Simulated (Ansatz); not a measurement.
**Alloy of AlN and SiC (60 of 96 Al sites, 60 of 96 N sites exchanged), 192 atoms**

Wanted: the relaxed alloy cell and its gap (PBEsol and HSE06).

Program: Ansatz 0.2.0, PAW, plane waves. These are calculated values, not measurements.

### Step 1. The system as built

192 atoms (60 Si, 36 Al, 60 C, 36 N); a = 12.362 Å, b = 16.058 Å, c = 10.046 Å, α = 90.00°, β = 90.00°, γ = 90.00°. All atoms were shaken off their sites by about 0.02 Å along each axis; atoms next to an added one may be pushed further to make room.

Plan of the steps: (2) PBEsol cell relaxation at the single k point (½, ½, ½), on 1 × NVIDIA GB200 with 8 threads of Arm Neoverse-V2; (3) HSE06 single point at the Γ point alone, on 1 × NVIDIA GB200 with 8 threads of Arm Neoverse-V2.

### Step 2. PBEsol relaxation of the cell and the positions

in.yaml

```yaml
crystal:
  lattice:
    - [12.361523, 0.000000, 0.000000]
    - [0.000000, 16.058089, 0.000000]
    - [0.000000, 0.000000, 10.046468]
  atoms:
    - { symbol: Si, position: [0.126167, 0.057760, 0.249871] }
    - { symbol: Si, position: [0.124305, 0.054613, 0.750546] }
    - { symbol: Si, position: [0.250601, 0.221376, 0.249893] }
    - { symbol: Si, position: [0.247111, 0.222506, 0.741800] }
    - { symbol: Si, position: [0.124335, 0.388739, 0.751522] }
    - { symbol: Si, position: [0.997986, 0.557444, 0.249620] }
    - { symbol: Si, position: [0.999626, 0.556023, 0.750102] }
    - { symbol: Si, position: [0.626002, 0.054672, 0.250274] }
    - { symbol: Si, position: [0.126779, 0.720057, 0.251541] }
    - { symbol: Si, position: [0.997333, 0.888289, 0.248237] }
    - { symbol: Si, position: [0.000695, 0.889967, 0.749685] }
    - { symbol: Si, position: [0.873882, 0.054111, 0.250830] }
    - { symbol: Si, position: [0.876959, 0.054335, 0.745372] }
    - { symbol: Si, position: [0.749834, 0.223185, 0.251691] }
    - { symbol: Si, position: [0.749255, 0.220466, 0.750795] }
    - { symbol: Si, position: [0.624272, 0.389268, 0.251187] }
    - { symbol: Si, position: [0.626238, 0.388421, 0.750997] }
    - { symbol: Si, position: [0.499985, 0.554775, 0.250431] }
    - { symbol: Si, position: [0.374972, 0.722416, 0.751863] }
    - { symbol: Si, position: [0.248566, 0.890404, 0.250096] }
    - { symbol: Si, position: [0.249115, 0.889565, 0.748844] }
    - { symbol: Si, position: [0.872176, 0.389116, 0.250434] }
    - { symbol: Si, position: [0.874316, 0.387628, 0.747262] }
    - { symbol: Si, position: [0.751885, 0.556148, 0.248361] }
    - { symbol: Si, position: [0.750632, 0.556020, 0.752916] }
    - { symbol: Si, position: [0.624668, 0.721653, 0.251024] }
    - { symbol: Si, position: [0.622809, 0.723031, 0.747380] }
    - { symbol: Si, position: [0.499463, 0.887710, 0.247603] }
    - { symbol: Si, position: [0.500803, 0.889882, 0.751456] }
    - { symbol: Si, position: [0.878078, 0.721229, 0.754624] }
    - { symbol: Si, position: [0.749004, 0.889511, 0.751943] }
    - { symbol: Si, position: [0.001507, 0.109354, 0.500392] }
    - { symbol: Si, position: [0.250263, 0.113397, 0.497538] }
    - { symbol: Si, position: [0.248536, 0.112494, 0.000421] }
    - { symbol: Si, position: [0.125933, 0.276689, 0.500148] }
    - { symbol: Si, position: [0.998793, 0.443871, 0.499590] }
    - { symbol: Si, position: [0.999199, 0.447038, 0.000252] }
    - { symbol: Si, position: [0.500478, 0.111968, 0.498609] }
    - { symbol: Si, position: [0.499238, 0.109836, 0.003005] }
    - { symbol: Si, position: [0.377467, 0.277818, 0.002481] }
    - { symbol: Si, position: [0.250333, 0.443554, 0.499299] }
    - { symbol: Si, position: [0.126817, 0.608995, 0.001464] }
    - { symbol: Si, position: [0.000582, 0.778578, 0.000903] }
    - { symbol: Si, position: [0.752876, 0.109113, 0.502080] }
    - { symbol: Si, position: [0.750994, 0.110354, 0.000772] }
    - { symbol: Si, position: [0.624981, 0.276941, 0.501589] }
    - { symbol: Si, position: [0.248302, 0.778369, 0.499161] }
    - { symbol: Si, position: [0.249518, 0.778637, 0.998894] }
    - { symbol: Si, position: [0.877305, 0.277213, 0.497429] }
    - { symbol: Si, position: [0.752539, 0.443337, 0.500717] }
    - { symbol: Si, position: [0.622728, 0.613300, 0.497884] }
    - { symbol: Si, position: [0.626257, 0.610886, 0.998580] }
    - { symbol: Si, position: [0.500987, 0.778596, 0.505041] }
    - { symbol: Si, position: [0.500627, 0.780693, 0.999977] }
    - { symbol: Si, position: [0.375466, 0.945150, 0.499850] }
    - { symbol: Si, position: [0.375892, 0.944965, 0.997784] }
    - { symbol: Si, position: [0.748994, 0.775268, 0.501061] }
    - { symbol: Si, position: [0.749854, 0.780141, 0.002624] }
    - { symbol: Si, position: [0.622645, 0.943749, 0.499000] }
    - { symbol: Si, position: [0.875546, 0.944652, 0.997392] }
    - { symbol: Al, position: [0.999206, 0.220540, 0.248771] }
    - { symbol: Al, position: [0.000287, 0.220300, 0.748967] }
    - { symbol: Al, position: [0.375733, 0.056767, 0.249888] }
    - { symbol: Al, position: [0.373471, 0.054452, 0.749903] }
    - { symbol: Al, position: [0.124836, 0.388509, 0.249136] }
    - { symbol: Al, position: [0.625513, 0.054759, 0.750696] }
    - { symbol: Al, position: [0.500225, 0.223889, 0.252519] }
    - { symbol: Al, position: [0.499466, 0.221697, 0.749852] }
    - { symbol: Al, position: [0.375067, 0.388660, 0.251364] }
    - { symbol: Al, position: [0.376019, 0.389621, 0.748032] }
    - { symbol: Al, position: [0.252527, 0.556164, 0.248881] }
    - { symbol: Al, position: [0.247855, 0.558092, 0.751160] }
    - { symbol: Al, position: [0.127732, 0.723930, 0.751294] }
    - { symbol: Al, position: [0.501714, 0.557111, 0.752512] }
    - { symbol: Al, position: [0.373987, 0.721328, 0.249836] }
    - { symbol: Al, position: [0.875471, 0.720539, 0.245652] }
    - { symbol: Al, position: [0.750408, 0.886934, 0.251995] }
    - { symbol: Al, position: [0.999607, 0.109922, 0.001665] }
    - { symbol: Al, position: [0.125468, 0.275797, 0.996161] }
    - { symbol: Al, position: [0.374173, 0.277793, 0.498017] }
    - { symbol: Al, position: [0.249676, 0.443959, 0.001009] }
    - { symbol: Al, position: [0.127498, 0.613280, 0.500321] }
    - { symbol: Al, position: [0.001199, 0.777855, 0.496704] }
    - { symbol: Al, position: [0.625636, 0.279703, 0.995862] }
    - { symbol: Al, position: [0.501745, 0.444035, 0.498241] }
    - { symbol: Al, position: [0.498101, 0.444702, 0.000932] }
    - { symbol: Al, position: [0.375488, 0.611487, 0.499509] }
    - { symbol: Al, position: [0.376772, 0.610923, 0.999327] }
    - { symbol: Al, position: [0.123528, 0.946616, 0.501728] }
    - { symbol: Al, position: [0.125349, 0.945075, 0.997968] }
    - { symbol: Al, position: [0.876153, 0.278336, 0.003461] }
    - { symbol: Al, position: [0.751593, 0.447011, 0.000994] }
    - { symbol: Al, position: [0.875457, 0.612248, 0.499699] }
    - { symbol: Al, position: [0.873699, 0.610217, 0.001006] }
    - { symbol: Al, position: [0.625486, 0.943358, 0.995309] }
    - { symbol: Al, position: [0.874551, 0.943157, 0.493600] }
    - { symbol: C, position: [0.001512, 0.109700, 0.190107] }
    - { symbol: C, position: [0.000507, 0.109139, 0.688901] }
    - { symbol: C, position: [0.250266, 0.113340, 0.688548] }
    - { symbol: C, position: [0.125443, 0.276770, 0.690056] }
    - { symbol: C, position: [0.000958, 0.445653, 0.686161] }
    - { symbol: C, position: [0.375295, 0.278481, 0.186983] }
    - { symbol: C, position: [0.373015, 0.278652, 0.689371] }
    - { symbol: C, position: [0.125881, 0.611648, 0.191733] }
    - { symbol: C, position: [0.125418, 0.609677, 0.687369] }
    - { symbol: C, position: [0.003040, 0.777377, 0.190245] }
    - { symbol: C, position: [0.001966, 0.780232, 0.689774] }
    - { symbol: C, position: [0.749018, 0.110997, 0.188092] }
    - { symbol: C, position: [0.624461, 0.278595, 0.185753] }
    - { symbol: C, position: [0.627004, 0.277404, 0.685610] }
    - { symbol: C, position: [0.499008, 0.443670, 0.189636] }
    - { symbol: C, position: [0.249680, 0.779369, 0.186546] }
    - { symbol: C, position: [0.251459, 0.777344, 0.689910] }
    - { symbol: C, position: [0.125938, 0.942897, 0.188257] }
    - { symbol: C, position: [0.125795, 0.945003, 0.689125] }
    - { symbol: C, position: [0.877124, 0.277037, 0.190142] }
    - { symbol: C, position: [0.749723, 0.442445, 0.688256] }
    - { symbol: C, position: [0.500702, 0.775547, 0.185992] }
    - { symbol: C, position: [0.499161, 0.777020, 0.694219] }
    - { symbol: C, position: [0.375237, 0.945042, 0.189884] }
    - { symbol: C, position: [0.373102, 0.945787, 0.694048] }
    - { symbol: C, position: [0.873676, 0.610616, 0.188545] }
    - { symbol: C, position: [0.871659, 0.612144, 0.686182] }
    - { symbol: C, position: [0.750799, 0.776771, 0.187594] }
    - { symbol: C, position: [0.625624, 0.947151, 0.687699] }
    - { symbol: C, position: [0.875328, 0.944873, 0.690820] }
    - { symbol: C, position: [0.126001, 0.057180, 0.437002] }
    - { symbol: C, position: [0.996763, 0.222692, 0.438675] }
    - { symbol: C, position: [0.999839, 0.223114, 0.936990] }
    - { symbol: C, position: [0.374448, 0.054213, 0.442546] }
    - { symbol: C, position: [0.003950, 0.553606, 0.437321] }
    - { symbol: C, position: [0.624782, 0.055554, 0.441811] }
    - { symbol: C, position: [0.623145, 0.054816, 0.939198] }
    - { symbol: C, position: [0.499586, 0.222011, 0.442271] }
    - { symbol: C, position: [0.375023, 0.389659, 0.433105] }
    - { symbol: C, position: [0.251093, 0.555657, 0.439348] }
    - { symbol: C, position: [0.250276, 0.555338, 0.940054] }
    - { symbol: C, position: [0.125590, 0.723194, 0.438901] }
    - { symbol: C, position: [0.125757, 0.720765, 0.938726] }
    - { symbol: C, position: [0.874651, 0.055588, 0.435855] }
    - { symbol: C, position: [0.872001, 0.056448, 0.937570] }
    - { symbol: C, position: [0.752647, 0.220821, 0.439192] }
    - { symbol: C, position: [0.749262, 0.222223, 0.936458] }
    - { symbol: C, position: [0.622046, 0.390027, 0.435296] }
    - { symbol: C, position: [0.625665, 0.387634, 0.939947] }
    - { symbol: C, position: [0.503478, 0.553322, 0.437837] }
    - { symbol: C, position: [0.498212, 0.555704, 0.941108] }
    - { symbol: C, position: [0.375666, 0.722251, 0.436055] }
    - { symbol: C, position: [0.247733, 0.890479, 0.437496] }
    - { symbol: C, position: [0.247377, 0.889206, 0.940330] }
    - { symbol: C, position: [0.874584, 0.388453, 0.938393] }
    - { symbol: C, position: [0.622819, 0.723688, 0.937895] }
    - { symbol: C, position: [0.501339, 0.890081, 0.439794] }
    - { symbol: C, position: [0.871863, 0.721312, 0.440745] }
    - { symbol: C, position: [0.874032, 0.725036, 0.939392] }
    - { symbol: C, position: [0.749115, 0.888436, 0.438841] }
    - { symbol: N, position: [0.249000, 0.111647, 0.187616] }
    - { symbol: N, position: [0.126440, 0.278268, 0.187920] }
    - { symbol: N, position: [0.000767, 0.446641, 0.187420] }
    - { symbol: N, position: [0.501328, 0.109903, 0.193256] }
    - { symbol: N, position: [0.499113, 0.110093, 0.689404] }
    - { symbol: N, position: [0.250025, 0.444149, 0.185728] }
    - { symbol: N, position: [0.251219, 0.444189, 0.689787] }
    - { symbol: N, position: [0.749263, 0.112101, 0.685262] }
    - { symbol: N, position: [0.500536, 0.445225, 0.687545] }
    - { symbol: N, position: [0.372524, 0.611223, 0.188850] }
    - { symbol: N, position: [0.373216, 0.610105, 0.685505] }
    - { symbol: N, position: [0.875330, 0.278130, 0.685841] }
    - { symbol: N, position: [0.750482, 0.443126, 0.189120] }
    - { symbol: N, position: [0.626802, 0.614904, 0.187497] }
    - { symbol: N, position: [0.627924, 0.614349, 0.689356] }
    - { symbol: N, position: [0.749777, 0.776264, 0.687876] }
    - { symbol: N, position: [0.623928, 0.945537, 0.189601] }
    - { symbol: N, position: [0.876428, 0.944028, 0.188233] }
    - { symbol: N, position: [0.124801, 0.055325, 0.936162] }
    - { symbol: N, position: [0.374679, 0.055762, 0.935995] }
    - { symbol: N, position: [0.253684, 0.222779, 0.438069] }
    - { symbol: N, position: [0.251407, 0.222199, 0.936052] }
    - { symbol: N, position: [0.124116, 0.387091, 0.438057] }
    - { symbol: N, position: [0.126419, 0.387967, 0.935636] }
    - { symbol: N, position: [0.998967, 0.555642, 0.939549] }
    - { symbol: N, position: [0.498704, 0.223184, 0.937099] }
    - { symbol: N, position: [0.376537, 0.389018, 0.935360] }
    - { symbol: N, position: [0.999396, 0.889975, 0.438211] }
    - { symbol: N, position: [0.999533, 0.890318, 0.937870] }
    - { symbol: N, position: [0.376351, 0.723196, 0.938264] }
    - { symbol: N, position: [0.875657, 0.388521, 0.440028] }
    - { symbol: N, position: [0.748712, 0.553111, 0.440953] }
    - { symbol: N, position: [0.752169, 0.555296, 0.934577] }
    - { symbol: N, position: [0.624669, 0.723186, 0.439042] }
    - { symbol: N, position: [0.500338, 0.890159, 0.936871] }
    - { symbol: N, position: [0.750901, 0.889414, 0.940913] }
kpoints:
  mp_grid: { grid: [1, 1, 1], shift: [0.5, 0.5, 0.5] }
hamiltonian:
  xc: pbesol
scf:
  occupations: { method: fermi_dirac, width: 0.01 }
relax:
  f_tol: 0.03
  max_steps: 80
  escape_saddle: false
  adjacent_minimum: "off"
  cell: { fix: [alpha, beta, gamma] }
output:
  forces: true
  eigenvalues: true
  populations: true
```

The run is started by

```console
> ansatz run in.yaml --threads 8 --pin off --max-ram 118750MiB --runs-dir r --events-out ev --progress --plain --backend cuda --devices 0, --max-vram 170GiB
```

Further steps of the session: Single point with HSE06.

Before running it: what results should come out? Wanted: for each run, top filled to lowest empty.

As calculated:

```
             level         time   k points  top filled to lowest empty (eV)
PBEsol, relaxation  8.6 s (GPU)  (½, ½, ½)                             2.36
             HSE06   69 s (GPU)          Γ                             3.19
```

```
     quantity                                                                         value
   relaxation                                             6 recorded steps, 18.56 eV gained
largest shift                                                0.21 Å (C135 and others alike)
 relaxed cell  a = 12.398 Å, b = 16.106 Å, c = 10.062 Å, α = 90.00°, β = 90.00°, γ = 90.00°
   mean bonds                              Al–C 1.960, Al–N 1.962, C–Si 1.853, N–Si 1.867 Å
```

**Reading.** Relaxation gains 18.56 eV, with shifts up to 0.21 Å (C135 and others alike), while the volume changes by +0.8 %. Part of this undoes the random shake of the start. The mean lengths of the listed bonds run from C–Si 1.85 Å to Al–N 1.96 Å. Rows on different k points differ by sampling as well as by level. With one k point the spacing samples only the states that fold onto it, so it can exceed the gap over the zone.
